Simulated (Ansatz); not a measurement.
# TiICl3: a ladder of functionals and wavefunction methods

An exercise on one series of results from a longer session: the logs are not shown, and one member is left open.

Program: Ansatz 0.2.0, Gaussian basis. Level of theory: functionals in def2-TZVPP, the program's frozen cores in correlated methods. These are calculated values, not measurements.

Plan: LDA (SPW92), PBE-D4, revPBE-D4, BLYP-D4, r2SCAN-D4, B97M-V, PBE0-D4, B3LYP-D4, r2SCANh-D4, r2SCAN0-D4, HSE06-D4, BHLYP-D4, CAM-B3LYP-D4, LC-ωPBE, ωB97X-V, ωB97M-V, B2PLYP, PBE-QIDH; CCSD(T)/def2-SVP; CCSD(T)/def2-TZVPP; MP2/def2-QZVPP; extrapolation to the limit; RPA on PBE.

## Structure used throughout

All runs share one geometry, relaxed beforehand with PBE0-D4 in a triple-zeta def2 set. I takes the def2 core potential; no spin-orbit term is included.

SMILES `[Cl][Ti]([Cl])([Cl])[I]`, 5 atoms, charge 0, spin multiplicity 1.

Atoms are counted from 1 here; the program's logs count them from 0.

Bond lengths: Cl1–Ti2 2.161 Å, Ti2–Cl3 2.161 Å, Ti2–Cl4 2.161 Å, Ti2–I5 2.530 Å. Angles: Cl1–Ti2–Cl3 109.9°, Cl1–Ti2–Cl4 109.9°, Cl1–Ti2–I5 109.0°, Cl3–Ti2–Cl4 109.9°, Cl3–Ti2–I5 109.0°, Cl4–Ti2–I5 109.0°.

The first run:

in.yaml reads:

```yaml
crystal:
  periodic: [false, false, false]
  atoms:
    - {symbol: Cl, position_ang: [-0.995425, -0.433695, 1.891668]}
    - {symbol: Ti, position_ang: [0.016435, -0.095002, 0.011910]}
    - {symbol: Cl, position_ang: [2.107700, -0.608454, 0.199097]}
    - {symbol: Cl, position_ang: [-0.897883, -1.288237, -1.541240]}
    - {symbol: I, position_ang: [-0.181027, 2.351689, -0.602735]}
basis:
  gaussian: {orbitals: def2-TZVPP}
hamiltonian: {xc: lda}
output: {orbitals: {seedname: orbitals}}
```

Started as:

```
$ ansatz run in.yaml --threads 4 --pin off --events-out ev --progress --plain --max-ram 10444MiB
```

Among the steps run: LDA; PBE-D4 (GGA); revPBE-D4 (GGA); BLYP-D4 (GGA); r2SCAN-D4 (meta-GGA); B97M-V (meta-GGA); B3LYP-D4 (hybrid); r2SCANh-D4 (hybrid); r2SCAN0-D4 (hybrid); HSE06-D4 (hybrid); BHLYP-D4 (hybrid); CAM-B3LYP-D4 (range-separated); LC-ωPBE (range-separated); ωB97X-V (range-separated); ωB97M-V (range-separated); B2PLYP (double hybrid); PBE-QIDH (double hybrid).

One of the session's tables, all rows but one given; the rest of the session is left out.

It belongs to the step «Orbital energies across the functionals». 

```
  functional  HOMO (eV)  LUMO (eV)  gap (eV)
 LDA (SPW92)      -7.43      -4.69      2.74
      PBE-D4      -7.26      -4.48      2.79
   revPBE-D4      -7.20      -4.41      2.80
     BLYP-D4      -7.07      -4.33      2.74
   r2SCAN-D4      -7.58      -4.51      3.07
      B97M-V      -7.56      -4.46      3.10
     PBE0-D4      -8.38      -3.71      4.68
    B3LYP-D4      -8.12      -3.89      4.23
  r2SCANh-D4      -7.98      -4.19      3.79
  r2SCAN0-D4          ?          ?         ?
    HSE06-D4      -7.99      -4.08      3.91
    BHLYP-D4      -9.32      -2.69      6.63
CAM-B3LYP-D4      -9.57      -2.69      6.88
     LC-ωPBE     -10.89      -1.76      9.13
     ωB97X-V     -10.55      -1.71      8.85
     ωB97M-V     -10.41      -1.65      8.76
```

Estimate the missing values for r2SCAN0-D4.

Worked estimate for «HOMO (eV)». Against the share of exact exchange, r2SCAN-D4 (0, -7.58), r2SCANh-D4 (0.1, -7.98) give a slope of -4.00 per unit share; at 0.25 the line stands at -8.58.

**Answer.** HOMO (eV): -8.59; LUMO (eV): -3.70; gap (eV): 4.90. In «HOMO (eV)» the line misses by +0.01.
